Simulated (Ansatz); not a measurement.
# CO2: further runs on the relaxed cell

An exercise on one series of results from a longer session: the logs are not shown, and one member is left open.

Method: DFT PBE+D3(BJ), scalar-relativistic, plane waves, PAW, in Ansatz 0.2.0.

2 further runs of the same task are left out: 2 set aside as unsound or not needed.

## Starting point

It takes space group Pa-3 (No. 205, cubic). Conventional cell: a = 5.713 Å, b = 5.713 Å, c = 5.713 Å, α = 90.00°, β = 90.00°, γ = 90.00°. C (site symmetry -3) is surrounded by 2 O at 1.17 Å. O (site symmetry 3) has 1 C at 1.17 Å as nearest neighbours.

Coordinates:

```cif
data_structure
_symmetry_space_group_name_H-M 'P 1'
_symmetry_Int_Tables_number 1
_cell_length_a 5.7132
_cell_length_b 5.7132
_cell_length_c 5.7132
_cell_angle_alpha 90.000
_cell_angle_beta 90.000
_cell_angle_gamma 90.000
_cell_volume 186.48
loop_
_atom_site_label
_atom_site_type_symbol
_atom_site_fract_x
_atom_site_fract_y
_atom_site_fract_z
_atom_site_occupancy
C1 C 0.00000 0.00000 0.00000 1
C2 C 0.50000 0.00000 0.50000 1
C3 C 0.50000 0.50000 0.00000 1
C4 C 0.00000 0.50000 0.50000 1
O1 O 0.11812 0.11812 0.11812 1
O2 O 0.38188 0.88188 0.61812 1
O3 O 0.61812 0.38188 0.88188 1
O4 O 0.88188 0.61812 0.38188 1
O5 O 0.88188 0.88188 0.88188 1
O6 O 0.61812 0.11812 0.38188 1
O7 O 0.38188 0.61812 0.11812 1
O8 O 0.11812 0.38188 0.61812 1
```

It is the result of an earlier relaxation at this level (volume 15.54 Å³/atom; gap on the mesh: 6.75 eV).

The first run:

File input.yaml:

```yaml
crystal:
  lattice:
    - [5.6555040942, 0.0, 0.0]
    - [0.0, 5.6555040942, 0.0]
    - [0.0, 0.0, 5.6555040942]
  atoms:
    - { symbol: C, position: [0.0, 0.0, 0.0] }
    - { symbol: C, position: [0.5, 0.0, 0.5] }
    - { symbol: C, position: [0.5, 0.5, 0.0] }
    - { symbol: C, position: [0.0, 0.5, 0.5] }
    - { symbol: O, position: [0.118121848, 0.118121848, 0.118121848] }
    - { symbol: O, position: [0.381878152, 0.881878152, 0.618121848] }
    - { symbol: O, position: [0.618121848, 0.381878152, 0.881878152] }
    - { symbol: O, position: [0.881878152, 0.618121848, 0.381878152] }
    - { symbol: O, position: [0.881878152, 0.881878152, 0.881878152] }
    - { symbol: O, position: [0.618121848, 0.118121848, 0.381878152] }
    - { symbol: O, position: [0.381878152, 0.618121848, 0.118121848] }
    - { symbol: O, position: [0.118121848, 0.381878152, 0.618121848] }
basis:
  ecutwfc: 420
kpoints:
  mp_grid: { grid: [4, 4, 4] }
hamiltonian:
  xc: pbe
  dispersion: d3bj
scf:
  occupations: { method: gaussian, width: 0.02 }
output:
  forces: true
  stress: true
  eigenvalues: true
  write_density: true
  write_potential: true
  elf: true
  volumetric_format: npy
relax:
  adjacent_minimum: "off"
  f_tol: 0.01
  max_steps: 30
```

The run is started by

```console
ansatz run input.yaml --threads 4 --pin off --max-ram 10240MiB --backend cpu --events-out ev --progress --plain --runs-dir out
```

Steps of the session up to this table: The cell scaled to 0.97 of its volume; Volume × 1.03; Volume × 0.94; The cell scaled to 1.06 of its volume; The cell scaled to 0.91 of its volume; Point at V/V0 = 1.10; The cell scaled to 0.88 of its volume.

One of the session's tables, all rows but one given; the rest of the session is left out.

It belongs to the step «Energy against volume». 

```
volume (Å³/atom)  energy above the lowest point (meV/atom)  pressure (GPa)  gap on the mesh (eV)
          13.676                                       6.7            1.34                  6.88
          14.142                                       3.6            0.90                  6.84
          14.608                                       1.6            0.54                  6.80
          15.074                                         ?               ?                     ?
          15.540                                       0.0            0.04                  6.75
          16.007                                       0.1           -0.14                  6.72
          16.473                                       0.8           -0.27                  6.70
          17.094                                       2.1           -0.41                  6.68
```

Estimate the missing values for volume (Å³/atom) = 15.074.

Worked estimate for «energy above the lowest point (meV/atom)». A straight line through the neighbours (14.608, 1.6) and (15.540, 0.0) gives 1.6 + (0.0 − 1.6) × (15.074 − 14.608) / (15.540 − 14.608) = 0.8; a parabola fitted to 4 rows on both sides gives 0.5.

As computed: energy above the lowest point (meV/atom): 0.4; pressure (GPa): 0.26; gap on the mesh (eV): 6.77. In «energy above the lowest point (meV/atom)» the line misses by +0.4 and the parabola by +0.1.

To keep in mind: Warnings in the runs' records: stress scf threshold loose.
